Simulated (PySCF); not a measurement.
# C6H6BN3O2S: the cost of one run

Computed with PySCF 2.14.0, with density-fitted response routines of our own, on a single molecule in the gas phase. Atoms are numbered from 0 throughout.

## 1. The starting structure

19 atoms, charge 0, multiplicity 1; geometry from: GFN2-xTB.

Bonds of the start (Å): N0–C1 1.35, C1–O2 1.20, C1–N3 1.43, N3–N4 1.35, N4–C5 1.29, C5–C6 1.42, C6–S7 1.73, S7–C8 1.72, C8–C9 1.36, C9–C10 1.42, C10–B11 1.55, B11–O12 1.34, B11–N3 1.45, C10–C6 1.39, N0–H13 1.00, N0–H14 1.01, C5–H15 1.08, C8–H16 1.07, C9–H17 1.08, O12–H18 0.96.

## 2. Optimising the geometry at PBE0-D3(BJ)/def2-SVP

What the job is given:

```
{"job": {"xc": "PBE0", "basis": "def2-SVP", "d3": "d3bj", "grid": 1, "kind": "geom"}, "charge": 0, "multiplicity": 1}
N      3.531970     0.936440     0.211390
C      2.808460    -0.063500    -0.333700
O      3.278740    -0.990150    -0.940050
N      1.406510     0.075140    -0.109950
N      1.072510     1.228570     0.508370
C     -0.153400     1.512250     0.775960
C     -1.236670     0.658150     0.457530
S     -2.913020     0.962590     0.781280
C     -3.331980    -0.547910     0.069280
C     -2.255400    -1.237780    -0.386100
C     -1.028510    -0.558590    -0.173160
B      0.437490    -0.931520    -0.512480
O      0.856380    -2.054150    -1.107910
H      4.523510     0.952280     0.058390
H      3.049650     1.702030     0.652500
H     -0.316520     2.460390     1.266910
H     -4.365180    -0.833810     0.032700
H     -2.336200    -2.200940    -0.859700
H      0.187230    -2.688890    -1.357910
```

Q: Estimate the wall time of this first job on 8 threads of Arm Neoverse V1, shared host.

About 2.3 min.
